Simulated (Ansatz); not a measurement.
# GePH2 (quartet): RPA-PBE over vertical spin and charge gaps, cc-pVTZ

How well do these functionals follow the top wave-function level for GePH2 (quartet) over vertical spin and charge gaps?

The runs use Ansatz 0.2.0, Gaussian basis; cc-pVTZ, all electrons in the functionals, frozen cores in the correlation of double hybrids and RPA.

The runs, in order: RPA-PBE, at charge 0, quartet; charge 0, doublet; charge 0, sextet; charge 1, triplet; charge 1, quintet.

5 further runs of the same task are left out: 5 set aside as unsound or not needed.

## 1. The system

The geometry is a PBE0/def2-TZVP stationary point (not a proven minimum). No spin-orbit coupling is included. The filled d shell of Ge may be among the frozen orbitals whatever the setting's name suggests; the logs give the count.

4 atoms, charge 0, spin multiplicity 4.

Atoms are counted from 1 here; the program's logs count them from 0.

Bond lengths: Ge1–P2 2.570 Å, P2–H3 1.417 Å, P2–H4 1.417 Å. Angles: Ge1–P2–H3 131.2°, Ge1–P2–H4 131.2°, H3–P2–H4 97.5°.

No dispersion term is added.

The geometry shown and the zero of energy belong to the point charge 0, quartet. The yardstick, UCCSDT(Q), and other wave-function levels (R restricted, U unrestricted, valence and pair active spaces) come from earlier runs.

## 2. RPA-PBE, charge 0, quartet

The input, in.yaml:

```yaml
crystal:
  periodic: [false, false, false]
  atoms:
    - {symbol: Ge, position_ang: [0.000000, 0.000000, 0.820452]}
    - {symbol: P, position_ang: [0.000000, 0.000000, -1.749476]}
    - {symbol: H, position_ang: [0.000000, 1.065765, -2.683586]}
    - {symbol: H, position_ang: [0.000000, -1.065765, -2.683586]}
basis:
  gaussian: {orbitals: cc-pVTZ}
magnetization: {spin_polarized: true, initial_magnetization: 3}
hamiltonian: {xc: {name: PBE}}
correlation: {method: rpa, electrons: outside_noble_gas}
```

Started as:

```bash
$ ansatz run in.yaml --threads 2 --pin off --events-out ev --progress --plain --max-ram 16896MiB --backend cuda --devices 0, --max-vram 18GiB
```

Log:

```text
Functional definition: PBE
  name "PBE"
  cite "Perdew, Burke & Ernzerhof, Phys. Rev. Lett. 77, 3865 (1996) doi:10.1103/PhysRevLett.77.3865"
  parent pbe
  parameter kappa = 0.804
  parameter beta = 0.06672455060314922
  exchange = pbe_x(kappa = kappa, mu = beta*pi^2/3)
  correlation = pbe_c(beta = beta)
632 factors; integrals over basis functions are off by at most 8.0e-4 eV
mean field evaluation 1: about -65824.1212 eV, gradient 1.1e1 eV
mean field evaluation 2: about -65824.1169 eV, gradient 1.1e1 eV
mean field evaluation 4: about -65824.6584 eV, gradient 3.1e0 eV
mean field evaluation 8: about -65824.7307 eV, gradient 6.1e-2 eV
mean field evaluation 16: about -65824.7308 eV, gradient 6.5e-6 eV
mean field evaluation 32: about -65824.1120 eV, gradient 1.7e0 eV
mean field -65824.73075669 eV, -2419.0142377033 hartree, gradient 1.3e-6 eV, S^2 3.757623; 4 other end points of the search recorded, 0 dependent functions left out
19 core orbitals not correlated: weight in the atoms' cores, before any rotation towards them, 0.999 or more for the frozen orbitals, at most 0.000 for the correlated occupied ones
reference -65775.70790184 eV, -2417.2126810163 hartree; 7, 4 occupied and 79, 82 virtual orbitals, 632 factors
Total energy: -65787.07287220 eV, -2417.6303359737 hartree
```

Wall time 4.3 s (1 × H100 (card shared with other runs) with 2 threads of AMD EPYC 7R13, shared host); peak host memory 0.88 GiB.

From the report: ⟨S²⟩ of the determinant 3.758 (pure quartet: 3.75).

## 3. RPA-PBE, charge 0, doublet

Changes to in.yaml since step 2:

```diff
@@ -9,3 +9,3 @@
   gaussian: {orbitals: cc-pVTZ}
-magnetization: {spin_polarized: true, initial_magnetization: 3}
+magnetization: {spin_polarized: true, initial_magnetization: 1}
 hamiltonian: {xc: {name: PBE}}
```

The command is unchanged.

Log (excerpt; [...] marks lines left out):

```text
Functional definition: PBE
  name "PBE"
  cite "Perdew, Burke & Ernzerhof, Phys. Rev. Lett. 77, 3865 (1996) doi:10.1103/PhysRevLett.77.3865"
  parent pbe
[...]
632 factors; integrals over basis functions are off by at most 8.0e-4 eV
[...]
mean field -65826.23212907 eV, -2419.0694121207 hartree, gradient 5.8e-7 eV, S^2 0.784615; 8 other end points of the search recorded, 0 dependent functions left out
19 core orbitals not correlated: weight in the atoms' cores, before any rotation towards them, 0.999 or more for the frozen orbitals, at most 0.000 for the correlated occupied ones
reference -65776.01245102 eV, -2417.2238729924 hartree; 6, 5 occupied and 80, 81 virtual orbitals, 632 factors
Total energy: -65788.53543823 eV, -2417.6840842842 hartree
```

Wall time 12 s (1 × H100 (card shared with other runs) with 2 threads of AMD EPYC 7R13, shared host); peak host memory 0.88 GiB.

From the report: ⟨S²⟩ of the determinant 0.785 (pure doublet: 0.75).

From charge 0, quartet: -33.7 kcal/mol.

## 4. RPA-PBE, charge 0, sextet

Changes to in.yaml since step 3:

```diff
@@ -9,3 +9,3 @@
   gaussian: {orbitals: cc-pVTZ}
-magnetization: {spin_polarized: true, initial_magnetization: 1}
+magnetization: {spin_polarized: true, initial_magnetization: 5}
 hamiltonian: {xc: {name: PBE}}
```

The command is unchanged.

Log (excerpt; [...] marks lines left out):

```text
Functional definition: PBE
  name "PBE"
  cite "Perdew, Burke & Ernzerhof, Phys. Rev. Lett. 77, 3865 (1996) doi:10.1103/PhysRevLett.77.3865"
  parent pbe
[...]
632 factors; integrals over basis functions are off by at most 8.0e-4 eV
[...]
mean field -65820.21092927 eV, -2418.8481371094 hartree, gradient 2.8e-6 eV, S^2 8.753416; 4 other end points of the search recorded, 0 dependent functions left out
19 core orbitals not correlated: weight in the atoms' cores, before any rotation towards them, 0.999 or more for the frozen orbitals, at most 0.000 for the correlated occupied ones
reference -65771.66225952 eV, -2417.0640064036 hartree; 8, 3 occupied and 78, 83 virtual orbitals, 632 factors
Total energy: -65782.58183829 eV, -2417.4652935218 hartree
```

It took 5.5 s on 1 × H100 (card shared with other runs) with 2 threads of AMD EPYC 7R13, shared host; peak host memory 0.88 GiB.

From the report: ⟨S²⟩ of the determinant 8.753 (pure sextet: 8.75).

From charge 0, quartet: +103.6 kcal/mol.

## 5. RPA-PBE, charge 1, triplet

Changes to in.yaml since step 4:

```diff
@@ -9,3 +9,4 @@
   gaussian: {orbitals: cc-pVTZ}
-magnetization: {spin_polarized: true, initial_magnetization: 5}
+total_charge: 1
+magnetization: {spin_polarized: true, initial_magnetization: 2}
 hamiltonian: {xc: {name: PBE}}
```

Launched as before.

Log (excerpt; [...] marks lines left out):

```text
Functional definition: PBE
  name "PBE"
  cite "Perdew, Burke & Ernzerhof, Phys. Rev. Lett. 77, 3865 (1996) doi:10.1103/PhysRevLett.77.3865"
  parent pbe
[...]
632 factors; integrals over basis functions are off by at most 8.0e-4 eV
[...]
mean field -65818.10961312 eV, -2418.7709151649 hartree, gradient 3.9e-6 eV, S^2 2.006794; 7 other end points of the search recorded, 0 dependent functions left out
19 core orbitals not correlated: weight in the atoms' cores, before any rotation towards them, 0.999 or more for the frozen orbitals, at most 0.000 for the correlated occupied ones
reference -65769.44345655 eV, -2416.9824668984 hartree; 6, 4 occupied and 80, 82 virtual orbitals, 632 factors
Total energy: -65780.27876406 eV, -2417.3806571049 hartree
```

It took 9.5 s on 1 × H100 (card shared with other runs) with 2 threads of AMD EPYC 7R13, shared host; peak host memory 0.88 GiB.

From the report: ⟨S²⟩ of the determinant 2.007 (pure triplet: 2.00).

From charge 0, quartet: +156.7 kcal/mol.

## 6. RPA-PBE, charge 1, quintet

Changes to in.yaml since step 5:

```diff
@@ -10,3 +10,3 @@
 total_charge: 1
-magnetization: {spin_polarized: true, initial_magnetization: 2}
+magnetization: {spin_polarized: true, initial_magnetization: 4}
 hamiltonian: {xc: {name: PBE}}
```

Same command.

Log (excerpt; [...] marks lines left out):

```text
Functional definition: PBE
  name "PBE"
  cite "Perdew, Burke & Ernzerhof, Phys. Rev. Lett. 77, 3865 (1996) doi:10.1103/PhysRevLett.77.3865"
  parent pbe
[...]
632 factors; integrals over basis functions are off by at most 8.0e-4 eV
[...]
mean field -65814.36928827 eV, -2418.6334607623 hartree, gradient 3.2e-6 eV, S^2 6.005298; 3 other end points of the search recorded, 0 dependent functions left out
19 core orbitals not correlated: weight in the atoms' cores, before any rotation towards them, 0.999 or more for the frozen orbitals, at most 0.000 for the correlated occupied ones
reference -65766.48876827 eV, -2416.8738841068 hartree; 7, 3 occupied and 79, 83 virtual orbitals, 632 factors
Total energy: -65776.68434103 eV, -2417.2485644950 hartree
```

It took 9 s on 1 × H100 (card shared with other runs) with 2 threads of AMD EPYC 7R13, shared host; peak host memory 0.88 GiB.

From the report: ⟨S²⟩ of the determinant 6.005 (pure quintet: 6.00).

From charge 0, quartet: +239.6 kcal/mol.

## 7. Against the wave-function levels

The yardstick is UCCSDT(Q), where the cluster series has nearly closed. It comes from earlier runs at the same points. Energies in kcal/mol, counted from charge 0, quartet; blanks weren't run or aren't comparable.

```
    level  quartet to doublet  quartet to sextet  ionisation to the triplet cation  ionisation to the quintet cation
UCCSDT(Q)               -32.4                                                152.8                                  
  RPA-PBE               -33.7              103.6                             156.7                             239.6
```

Largest miss and mean time a point (UCCSDT(Q) took 38 s a point; shared hosts):

```
  level  largest miss (kcal/mol)                             where  time a point
RPA-PBE                     +3.8  ionisation to the triplet cation         8.1 s
```

## 8. What came out

```
                                   quantity                                             value
              quartet to doublet, UCCSDT(Q)                                    -32.4 kcal/mol
ionisation to the triplet cation, UCCSDT(Q)                                    152.8 kcal/mol
                      largest miss, RPA-PBE  +3.8 kcal/mol (ionisation to the triplet cation)
```

What this shows: Misses are known at 2 of 4 points at best, and only functionals with that many are ranked. RPA-PBE strays by up to 3.8 kcal/mol, at ionisation to the triplet cation. Functionals and the yardstick converge differently with the basis, so part of each miss in cc-pVTZ is the basis.
